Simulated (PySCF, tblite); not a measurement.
**C3H11NSeSi3: geometry, infrared bands and NMR shifts**

What infrared bands and NMR shifts should C3H11NSeSi3 (`C[C@@H]([Se]C#N)[SiH]([SiH3])[SiH3]`) show?

Programs: tblite 0.8.0 and PySCF 2.14.0, with density-fitted response routines of our own. Each step states its level of theory. These are calculated values for one molecule in the gas phase, unless marked as measured. Atoms are numbered from 0 throughout.

## 1. The starting structure

19 atoms, charge 0, multiplicity 1; geometry from: force field or distance geometry start.

Bonds of the start (Å): C0–C1 1.54, C1–Se2 1.92, Se2–C3 1.89, C3–N4 1.13, C1–Si5 1.83, Si5–Si6 2.25, Si5–Si7 2.22, C0–H8 1.11, C0–H9 1.09, C0–H10 1.12, C1–H11 1.11, Si5–H12 1.46, Si6–H13 1.46, Si6–H14 1.48, Si6–H15 1.48, Si7–H16 1.48, Si7–H17 1.48, Si7–H18 1.45.

## 2. Relaxing the molecule with GFN2-xTB

What the job is given:

```
{"job": {"kind": "relax", "xc": "GFN2-xTB", "basis": "xTB"}, "charge": 0, "multiplicity": 1}
C      1.069400    -2.063400     0.140800
C      0.963300    -0.637500     0.706300
Se     2.735300     0.095200     0.568200
C      2.774700     1.877600    -0.071800
N      2.812000     2.950000    -0.420100
Si    -0.339200     0.210600    -0.261900
Si    -2.188600    -1.050000    -0.029700
Si    -0.861600     2.233900     0.477700
H      0.041900    -2.400000    -0.114400
H      1.606000    -2.740100     0.811400
H      1.582600    -1.925100    -0.850200
H      0.660100    -0.745900     1.773000
H      0.004800     0.176400    -1.677200
H     -2.496300    -1.794800    -1.252500
H     -1.945800    -2.060100     1.023500
H     -3.328600    -0.246300     0.469700
H     -1.281900     3.020800    -0.706300
H     -2.061600     2.157300     1.344700
H      0.243700     2.950800     1.091700
```

Run with:

```console
OMP_NUM_THREADS=1 python probes_run.py task.json out
```

One launch serves the whole session: the jobs run in the order shown.

Log:

```text
step      E/eV     max force
  0    -631.27972    3.540
  1    -631.35019    6.176
  2    -631.63683    1.146
  3    -631.71710    1.250
  4    -631.78775    0.922
  5    -631.84450    0.593
  6    -631.88270    0.607
  7    -631.91907    0.455
  8    -631.95217    0.480
  9    -631.97888    0.416
 10    -632.00200    0.414
 11    -632.01895    0.385
 12    -632.02926    0.296
 13    -632.03922    0.242
 14    -632.04761    0.214
 15    -632.05373    0.182
 16    -632.05841    0.190
 17    -632.06245    0.158
 18    -632.06625    0.173
 19    -632.06994    0.197
 20    -632.07342    0.150
 21    -632.07680    0.143
 22    -632.08025    0.178
 23    -632.08359    0.152
 24    -632.08644    0.137
 25    -632.08903    0.159
 26    -632.09199    0.227
 27    -632.09548    0.220
 28    -632.09861    0.124
 29    -632.10078    0.110
 30    -632.10281    0.138
 31    -632.10572    0.229
 32    -632.10944    0.265
 33    -632.11324    0.216
 34    -632.11668    0.136
 35    -632.11991    0.129
 36    -632.12307    0.169
 37    -632.12622    0.177
 38    -632.12917    0.149
 39    -632.13212    0.129
 40    -632.13537    0.219
 41    -632.13777    0.360
 42    -632.14165    0.166
 43    -632.14427    0.145
 44    -632.14586    0.117
 45    -632.14763    0.126
 46    -632.14994    0.160
 47    -632.15267    0.165
 48    -632.15597    0.176
 49    -632.16001    0.198
 50    -632.16486    0.188
 51    -632.16956    0.153
 52    -632.17306    0.130
 53    -632.17564    0.153
 54    -632.17663    0.416
 55    -632.17963    0.124
 56    -632.18178    0.137
 57    -632.18553    0.106
 58    -632.18760    0.129
 59    -632.19023    0.136
 60    -632.19378    0.141
 61    -632.19751    0.142
 62    -632.20113    0.142
 63    -632.20462    0.198
 64    -632.20860    0.164
 65    -632.21254    0.569
 66    -632.21850    0.231
 67    -632.22445    0.186
 68    -632.22691    0.203
 69    -632.22800    0.165
 70    -632.22932    0.192
 71    -632.23075    0.129
 72    -632.23207    0.298
 73    -632.23368    0.125
 74    -632.23495    0.103
 75    -632.23661    0.148
 76    -632.23744    0.126
 77    -632.23901    0.215
 78    -632.24005    0.082
 79    -632.24100    0.173
 80    -632.24193    0.072
 81    -632.24260    0.096
 82    -632.24352    0.101
 83    -632.24458    0.130
 84    -632.24592    0.097
 85    -632.24699    0.110
 86    -632.24777    0.082
 87    -632.24833    0.119
 88    -632.24915    0.076
 89    -632.25061    0.187
 90    -632.25183    0.177
 91    -632.25288    0.108
 92    -632.25407    0.076
 93    -632.25537    0.075
 94    -632.25646    0.073
 95    -632.25715    0.061
 96    -632.25776    0.052
 97    -632.25837    0.049
 98    -632.25894    0.050
 99    -632.25934    0.196
100    -632.25978    0.082
101    -632.26023    0.060
102    -632.26077    0.053
103    -632.26139    0.085
104    -632.26210    0.113
105    -632.26274    0.104
106    -632.26329    0.053
107    -632.26367    0.048
108    -632.26408    0.054
109    -632.26454    0.060
110    -632.26495    0.061
111    -632.26521    0.044
112    -632.26537    0.035
113    -632.26553    0.045
114    -632.26588    0.097
115    -632.26647    0.141
116    -632.26724    0.166
117    -632.26800    0.134
118    -632.26866    0.073
119    -632.26928    0.055
120    -632.26996    0.056
121    -632.27042    0.101
122    -632.27079    0.179
123    -632.27110    0.066
124    -632.27146    0.036
125    -632.27168    0.062
126    -632.27188    0.039
127    -632.27200    0.034
128    -632.27214    0.030
129    -632.27229    0.026
130    -632.27243    0.025
131    -632.27255    0.024
132    -632.27266    0.040
133    -632.27281    0.055
134    -632.27301    0.062
135    -632.27321    0.037
136    -632.27340    0.032
137    -632.27358    0.036
138    -632.27379    0.040
139    -632.27399    0.057
140    -632.27414    0.023
141    -632.27426    0.023
142    -632.27436    0.038
143    -632.27453    0.065
144    -632.27477    0.092
145    -632.27511    0.096
146    -632.27559    0.085
147    -632.27623    0.076
148    -632.27700    0.083
149    -632.27772    0.061
150    -632.27814    0.060
151    -632.27785    0.266
152    -632.27852    0.057
153    -632.27863    0.032
154    -632.27879    0.028
155    -632.27895    0.026
156    -632.27907    0.041
157    -632.27917    0.055
158    -632.27925    0.064
159    -632.27935    0.055
160    -632.27950    0.037
161    -632.27971    0.044
162    -632.27999    0.047
163    -632.28038    0.051
164    -632.28086    0.061
165    -632.28135    0.041
166    -632.28181    0.056
167    -632.28219    0.055
168    -632.28245    0.037
169    -632.28266    0.032
170    -632.28283    0.066
171    -632.28302    0.091
172    -632.28325    0.100
173    -632.28352    0.066
174    -632.28379    0.045
175    -632.28402    0.038
176    -632.28419    0.037
177    -632.28431    0.053
178    -632.28441    0.026
179    -632.28449    0.027
180    -632.28455    0.039
181    -632.28462    0.050
182    -632.28468    0.030
183    -632.28473    0.019
184    -632.28475    0.016
185    -632.28477    0.019
186    -632.28479    0.014
187    -632.28480    0.006
```

Wall time 5.1 s (1 thread of Intel Xeon at 2.70GHz, shared host).

Along the way: (not every step is listed)

| step | energy from step 0 (eV) | largest force (eV/Å) |
| --- | --- | --- |
| 0 | 0.0000 | 3.5396 |
| 1 | -0.0705 | 6.1762 |
| 2 | -0.3571 | 1.1458 |
| 3 | -0.4374 | 1.2499 |
| 4 | -0.5080 | 0.9217 |
| 5 | -0.5648 | 0.5935 |
| 6 | -0.6030 | 0.6066 |
| 7 | -0.6394 | 0.4547 |
| 8 | -0.6725 | 0.4796 |
| 25 | -0.8093 | 0.1589 |
| 42 | -0.8619 | 0.1664 |
| 59 | -0.9105 | 0.1363 |
| 76 | -0.9577 | 0.1260 |
| 93 | -0.9756 | 0.0752 |
| 110 | -0.9852 | 0.0607 |
| 127 | -0.9923 | 0.0342 |
| 144 | -0.9950 | 0.0918 |
| 161 | -1.0000 | 0.0439 |
| 178 | -1.0047 | 0.0264 |
| 182 | -1.0050 | 0.0303 |
| 183 | -1.0050 | 0.0189 |
| 184 | -1.0050 | 0.0161 |
| 185 | -1.0050 | 0.0187 |
| 186 | -1.0051 | 0.0137 |
| 187 | -1.0051 | 0.0060 |

Close pairs (by a distance rule), those that changed most:

```
   bond  before (Å)  after (Å)  change (Å)
Si5–Si7       2.217      2.333      +0.116
 C1–Si5       1.831      1.936      +0.105
 Se2–C3       1.894      1.810      -0.084
Si5–Si6       2.250      2.328      +0.078
 C1–Se2       1.922      1.998      +0.076
 C0–H10       1.125      1.089      -0.035
  C0–C1       1.538      1.516      -0.022
  C0–H8       1.111      1.090      -0.021
```

The end geometry stands in the next job.

## 3. Harmonic vibrations with GFN2-xTB

What the job is given:

```
{"job": {"kind": "ir", "xc": "GFN2-xTB", "basis": "xTB"}, "charge": 0, "multiplicity": 1}
C      1.324988    -1.751346     0.134905
C      0.923743    -0.430492     0.760505
Se     2.488059     0.812574     0.796112
C      2.751531     0.880063    -0.993302
N      2.951432     0.921718    -2.123616
Si    -0.589692     0.433053    -0.084225
Si    -2.274602    -1.167589    -0.221333
Si    -1.016144     2.409771     1.078882
H      0.502610    -2.461650     0.218038
H      2.198506    -2.181214     0.627310
H      1.560065    -1.618866    -0.920546
H      0.732176    -0.569151     1.830887
H     -0.076708     0.730174    -1.436829
H     -2.114680    -2.150672    -1.294588
H     -2.413234    -1.937170     1.020098
H     -3.549602    -0.486837    -0.447510
H     -0.555921     3.614076     0.388107
H     -2.460517     2.544666     1.282781
H     -0.391811     2.418141     2.407189
```

Log:

```text
mode    cm-1     km/mol
  1      17.7      0.90
  2      38.9      0.19
  3      50.2      2.15
  4      68.2      0.29
  5      70.9      0.05
  6      91.7      2.22
  7      99.4      7.47
  8     122.9      4.75
  9     154.9      2.85
 10     225.4      1.31
 11     254.2      2.27
 12     298.9      5.24
 13     342.6      8.19
 14     374.4      3.49
 15     394.2     11.34
 16     401.2     13.62
 17     417.7      1.51
 18     438.2     62.96
 19     456.1     19.82
 20     497.6      8.74
 21     514.2      0.49
 22     523.7      0.22
 23     590.2    427.42
 24     655.0     68.85
 25     671.6    103.04
 26     762.9    795.89
 27     790.3    257.63
 28     800.3     56.70
 29     805.5    127.63
 30     811.7    163.11
 31     823.4    214.27
 32     978.3      5.82
 33    1029.2     16.63
 34    1077.5      3.39
 35    1131.4      4.17
 36    1250.1      7.29
 37    1413.8      8.34
 38    1486.3      5.96
 39    1494.8      3.32
 40    2127.0    112.88
 41    2213.5     71.97
 42    2220.3    383.97
 43    2238.4    131.37
 44    2245.4    252.76
 45    2258.2    406.04
 46    2260.2    263.28
 47    2273.8    315.68
 48    2895.9     32.51
 49    2990.8     28.55
 50    3003.5     26.86
 51    3019.1      7.56
```

Wall time 1.9 s (1 thread of Intel Xeon at 2.70GHz, shared host).

Which atoms move in the most intense modes:

```
cm⁻¹  km/mol                                   atoms
 590   427.4                      H12 76 %, Si5 12 %
 763   795.9  H17 17 %, H18 17 %, H14 14 %, H16 14 %
 790   257.6  H13 17 %, H14 17 %, H16 15 %, H15 15 %
2220   384.0                      H14 79 %, H18 16 %
2245   252.8                      H13 84 %, H17 11 %
2258   406.0                      H15 69 %, H16 21 %
2260   263.3                      H16 75 %, H15 19 %
2274   315.7                        C3 56 %, N4 43 %
```

## 4. Shielding tensors: PBE0/pcSseg-1

Same as in step 3 but for these lines:

```diff
@@ -1,2 +1,2 @@
-{"job": {"kind": "ir", "xc": "GFN2-xTB", "basis": "xTB"}, "charge": 0, "multiplicity": 1}
+{"job": {"kind": "nmr", "xc": "PBE0", "basis": "pcSseg-1"}, "charge": 0, "multiplicity": 1}
 C      1.324988    -1.751346     0.134905
```

With the program's defaults for keys left out, this is: GIAO PBE0/pcSseg-1 NMR shielding, non-relativistic, gas phase.

Log:

```text
coarse grid: 74424 points
cycle   1  E = -3444.4431628000  dE = -5.117e-01  |g| = 8.328e-01  |ddm| = 4.154e+00
cycle   2  E = -3444.2633048251  dE =  1.799e-01  |g| = 1.110e+00  |ddm| = 1.242e+00
cycle   3  E = -3444.4700095315  dE = -2.067e-01  |g| = 4.490e-01  |ddm| = 1.078e+00
cycle   4  E = -3444.5122701416  dE = -4.226e-02  |g| = 8.377e-02  |ddm| = 2.997e-01
cycle   5  E = -3444.5133786856  dE = -1.109e-03  |g| = 2.488e-02  |ddm| = 9.457e-02
cycle   6  E = -3444.5135421793  dE = -1.635e-04  |g| = 7.444e-03  |ddm| = 3.446e-02
cycle   7  E = -3444.5135558197  dE = -1.364e-05  |g| = 2.258e-03  |ddm| = 9.330e-03
cycle   8  E = -3444.5135572182  dE = -1.398e-06  |g| = 5.267e-04  |ddm| = 2.917e-03
final grid: 152560 points
cycle   9  E = -3444.5135764477  dE =  4.229e-08  |g| = 8.934e-04  |ddm| = 2.975e-03
cycle  10  E = -3444.5135757749  dE =  6.728e-07  |g| = 1.927e-03  |ddm| = 2.308e-03
cycle  11  E = -3444.5135766372  dE = -8.624e-07  |g| = 2.335e-04  |ddm| = 1.478e-03
cycle  12  E = -3444.5135766507  dE = -1.351e-08  |g| = 3.312e-05  |ddm| = 2.188e-04
cycle  13  E = -3444.5135766510  dE = -2.647e-10  |g| = 6.800e-06  |ddm| = 4.141e-05
converged SCF energy = -3444.5135766510

GIAO shielding tensors (ppm)
atom      isotropic    diamagn.    paramagn.     s11        s22        s33       span
  0 C      161.098     248.787     -87.689    137.808    160.874    184.611     46.802
  1 C      148.603     252.554    -103.952    125.862    147.056    172.891     47.029
  2 Se    1496.863    2997.923   -1501.060   1172.698   1351.321   1966.570    793.872
  3 C       71.095     263.340    -192.245    -46.207    -33.208    292.699    338.906
  4 N      -94.490     337.575    -432.065   -305.479   -243.287    265.296    570.774
  5 Si     413.909     882.932    -469.023    352.096    408.476    481.154    129.058
  6 Si     464.241     881.181    -416.941    446.713    463.920    482.089     35.377
  7 Si     461.140     880.471    -419.331    440.179    463.405    479.837     39.658
  8 H       30.146      31.383      -1.237     23.595     29.578     37.265     13.671
  9 H       29.658      29.882      -0.224     24.384     27.449     37.141     12.757
 10 H       29.678      32.212      -2.534     26.201     28.795     34.039      7.838
 11 H       29.675      33.224      -3.549     26.530     27.044     35.450      8.920
 12 H       27.037      33.020      -5.982     23.430     27.596     30.087      6.657
 13 H       28.050      29.863      -1.814     24.178     26.232     33.739      9.561
 14 H       28.261      30.008      -1.747     24.771     26.459     33.553      8.782
 15 H       28.274      29.581      -1.308     24.233     26.074     34.514     10.282
 16 H       27.897      29.009      -1.112     24.018     26.056     33.619      9.601
 17 H       28.230      29.295      -1.065     24.017     26.154     34.519     10.502
 18 H       28.260      29.522      -1.262     24.338     27.499     32.942      8.604
```

Run time: 90 s. Hardware: 1 thread of Intel Xeon at 2.70GHz, shared host; peak memory 1.1 GiB.

Shifts follow as δ = σ(reference) − σ, with reference shieldings (ppm) from runs at the same level and on the same kind of geometry: ¹H TMS 31.72, ¹³C TMS 186.9, ²⁹Si TMS 349.2, ¹⁵N NH3 267.7, ⁷⁷Se Me2Se 1758. The references are single molecules in the gas phase, so shifts against H2O, NH3, PH3, H3PO4 or CFCl3 are not on the usual liquid scales and can be off by tens of ppm. Atoms listed in one row are averaged.

```csv
atoms,environment,σ (ppm),δ (ppm)
C3,nitrile carbon,71.1,115.8
C1,sp3 CH bonded to Se and Si,148.6,38.3
C0,methyl carbon,161.1,25.8
H12,"hydrogen on a silicon bonded to C, 2 Si",27.04,4.68
"H16, H17, H18",hydrogen on a silicon bonded to Si,28.13,3.59
"H13, H14, H15",hydrogen on a silicon bonded to Si,28.19,3.52
H11,hydrogen on an sp3 CH bonded to Se and Si,29.67,2.04
"H8, H9, H10",hydrogen on a methyl carbon,29.83,1.89
Se2,selenium bonded to 2 C,1497,261
N4,nitrile nitrogen,-94.5,362.2
Si5,"silicon bonded to C, 2 Si, H",413.9,-64.8
Si7,"silicon bonded to Si, 3 H",461.1,-112.0
Si6,"silicon bonded to Si, 3 H",464.2,-115.1
```

Charges from the same density, by scheme (e):

```csv
atoms,Mulliken,IAO,Hirshfeld,ESP fit
C0,-0.21,-0.41,-0.12,-0.60
C1,-0.62,-0.43,-0.11,-0.22
Se2,0.13,0.29,0.17,0.01
C3,0.01,-0.08,0.01,0.29
N4,-0.25,-0.23,-0.21,-0.41
Si5,0.10,0.29,0.17,0.10
Si6,0.20,0.29,0.21,0.23
Si7,0.26,0.30,0.20,0.13
```

Mayer bond orders: C0–C1 1.00, C1–Se2 1.00, Se2–C3 1.02, C3–N4 2.92, C1–Si5 0.79, Si5–Si6 0.89, Si5–Si7 0.88.

## 5. Results

| quantity | value |
| --- | --- |
| strongest single infrared mode (GFN2-xTB) | 763 cm⁻¹, 796 km/mol |
| zero-point energy (GFN2-xTB) | 74.6 kcal/mol |
| ¹³C shifts against TMS (PBE0/pcSseg-1) | 115.8, 38.3, 25.8 ppm |
| ¹H shifts against TMS (PBE0/pcSseg-1, means over atoms taken as alike) | 4.68, 3.59, 3.52, 2.04, 1.89 ppm |
| ⁷⁷Se shifts against Me2Se (PBE0/pcSseg-1) | 261 ppm |
| ¹⁵N shifts against NH3 (PBE0/pcSseg-1) | 362.2 ppm |
| ²⁹Si shifts against TMS (PBE0/pcSseg-1) | -64.8, -112.0, -115.1 ppm |

In words: The optimisation took 187 steps and gained 1.005 eV; among the close pairs (by a distance rule), Si5–Si7 changed most, from 2.217 to 2.333 Å. All 51 modes are real, so the xTB geometry is a minimum. The strongest single mode, at 763 cm⁻¹, has its largest shares on H17, H18, H14 and H16 (the list is cut at 4 atoms). Unscaled tight-binding wavenumbers are off by several per cent, some by more. Its intensities can rank the bands wrongly. The most deshielded carbon is C3 (nitrile carbon), at 115.8 ppm: C≡N carbons fall here, among the sp2 signals but without a proton. At PBE0/pcSseg-1: The largest span, 794 ppm, is at Se2, where the paramagnetic term is -1501 ppm. Spin-orbit coupling is left out, which matters for shieldings and couplings at and beside the heavy atoms.
